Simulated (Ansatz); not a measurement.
Task: a single point in a Gaussian basis of AlClH4SSi, SMILES [AlH2][SiH](S)Cl, with Ansatz 0.2.0, Python API. Give the script and its output. Level of theory: B3LYP, def2-TZVP basis, multiplicity 1.

The script reads `alclh4ssi.xyz`:
```text
8

Al   -0.89920    1.38900   -0.48100
Si    0.55770   -0.27150    0.13250
S    -0.56340   -1.91620    0.95280
Cl    1.69560   -0.90270   -1.55660
H    -1.02390    1.90050   -2.03340
H    -1.89230    2.12150    0.60440
H     1.52930    0.25510    1.13960
H     0.68820   -2.63280    1.18600
```

The script, `energy.py`:
```python
# -*- coding: utf-8 -*-
"""Single point of AlClH4SSi."""

import warnings

import ansatz as az

warnings.simplefilter("ignore", az.DeckWarning)

molecule = az.Crystal.molecule_from_extxyz("alclh4ssi.xyz")

calc = (
    molecule.calculation()
    .basis(gaussian="def2-TZVP")  # the orbital basis, by name
    .functional("b3lyp")
)
out = calc.run(threads=1, backend="cpu")
summary = out.report

print(f"E = {summary['free_energy_ev']:.6f} eV = {summary['free_energy_ev'] / 27.211386246:.7f} Ha")
print("converged:", summary["converged"], " doubts:", summary["published_state_doubts"] or "none")
```

```console
$ python energy.py
E = -37902.320243 eV = -1392.8845778 Ha
converged: True  doubts: none
```

Total energies depend on the basis set; only differences at equal settings carry meaning. The geometry is a force-field or estimated start, not a minimum of this method, and the basis set is short of its limit. b3lyp holds the VWN-RPA fit, as in Gaussian; the form of ORCA and Turbomole is b3lyp5. Run time: 6.8 s on 1 thread of Arm Neoverse V1, with other jobs on the host, peak memory 0.41 GiB.
